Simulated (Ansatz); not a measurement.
# H₈N₂O₃Si₂: a ladder of functionals and wavefunction methods

An exercise on one series of results from a longer session: the logs are not shown, and one member is left open.

Method: functionals in def2-TZVPP, the program's frozen cores in correlated methods; program: Ansatz 0.2.0, Gaussian basis.

Levels to be run: PBE-D4, r2SCAN-D4, PBE0-D4, B3LYP-D4, ωB97X-V, ωB97M-V, B2PLYP; CCSD(T)/def2-TZVPP; MP2/def2-QZVPP; extrapolation to the limit.

## Structure used throughout

The geometry comes from an earlier relaxation with PBE0-D4 in a triple-zeta def2 set; it is a stationary point, not always the lowest conformer.

15 atoms, charge 0, spin multiplicity 1.

Atoms are counted from 1 here; the program's logs count them from 0.

Bond lengths: N1–Si2 1.732 Å, N1–H8 1.008 Å, N1–H9 1.009 Å, Si2–O3 1.633 Å, Si2–H10 1.483 Å, Si2–H11 1.484 Å, O3–Si4 1.642 Å, Si4–N5 1.704 Å, Si4–O6 1.630 Å, Si4–O7 1.633 Å, N5–H12 1.008 Å, N5–H13 1.008 Å, O6–H14 0.958 Å, O7–H15 0.968 Å. Angles: Si2–N1–H8 118.1°, Si2–N1–H9 119.0°, H8–N1–H9 110.4°, N1–Si2–O3 110.3°, N1–Si2–H10 106.7°, N1–Si2–H11 111.4°, O3–Si2–H10 109.4°, O3–Si2–H11 107.9°, H10–Si2–H11 111.2°, Si2–O3–Si4 131.6°, O3–Si4–N5 106.7°, O3–Si4–O6 109.7°, O3–Si4–O7 109.9°, N5–Si4–O6 111.7°, N5–Si4–O7 110.5°, O6–Si4–O7 108.4°, Si4–N5–H12 118.5°, Si4–N5–H13 118.2° and more.

The first run:

The input, in.yaml:

```yaml
crystal:
  periodic: [false, false, false]
  atoms:
    - {symbol: N, position_ang: [-0.248088, 1.634818, 1.343824]}
    - {symbol: Si, position_ang: [-1.187941, 0.181113, 1.393200]}
    - {symbol: O, position_ang: [-0.550581, -0.939830, 0.390667]}
    - {symbol: Si, position_ang: [0.599991, -0.830333, -0.775290]}
    - {symbol: N, position_ang: [-0.135808, -0.089591, -2.122107]}
    - {symbol: O, position_ang: [1.158481, -2.318707, -1.137684]}
    - {symbol: O, position_ang: [1.851072, 0.071614, -0.237497]}
    - {symbol: H, position_ang: [0.058224, 2.033036, 2.217927]}
    - {symbol: H, position_ang: [-0.508923, 2.364327, 0.697336]}
    - {symbol: H, position_ang: [-1.129648, -0.317532, 2.788472]}
    - {symbol: H, position_ang: [-2.589139, 0.426554, 0.970058]}
    - {symbol: H, position_ang: [-0.998814, -0.476406, -2.471864]}
    - {symbol: H, position_ang: [0.453452, 0.200927, -2.886794]}
    - {symbol: H, position_ang: [1.689574, -2.754242, -0.469234]}
    - {symbol: H, position_ang: [1.538148, 0.814251, 0.298977]}
basis:
  gaussian: {orbitals: def2-TZVPP}
hamiltonian: {xc: pbe, dispersion: d4}
output: {forces: true, orbitals: {seedname: orbitals}}
```

Launch:

```bash
> ansatz run in.yaml --threads 2 --pin off --events-out ev --progress --plain --max-ram 31744MiB --backend cuda --devices 0, --max-vram 18GiB
```

Steps of the session up to this table: PBE-D4 (GGA); r2SCAN-D4 (meta-GGA); PBE0-D4 (hybrid); B3LYP-D4 (hybrid); ωB97X-V (range-separated); ωB97M-V (range-separated); B2PLYP (double hybrid); CCSD(T) in def2-TZVPP; MP2 in def2-QZVPP.

One of the session's tables, all rows but one given; the rest of the session is left out.

```
            method  atomisation energy (eV)
            PBE-D4                   60.757
         r2SCAN-D4                   60.027
           PBE0-D4                   59.477
          B3LYP-D4                   60.118
           ωB97X-V                        ?
           ωB97M-V                   60.519
            B2PLYP                   59.515
     HF/def2-TZVPP                   42.002
    MP2/def2-TZVPP                   59.794
   CCSD/def2-TZVPP                   57.563
CCSD(T)/def2-TZVPP                   58.472
           MP2/CBS                   61.856
       CCSD(T)/CBS                   60.534
```

Estimate the missing values for ωB97X-V.

**Answer.** atomisation energy (eV): 60.455. In the column «atomisation energy (eV)» it lies between B3LYP-D4 (60.118) and ωB97M-V (60.519).
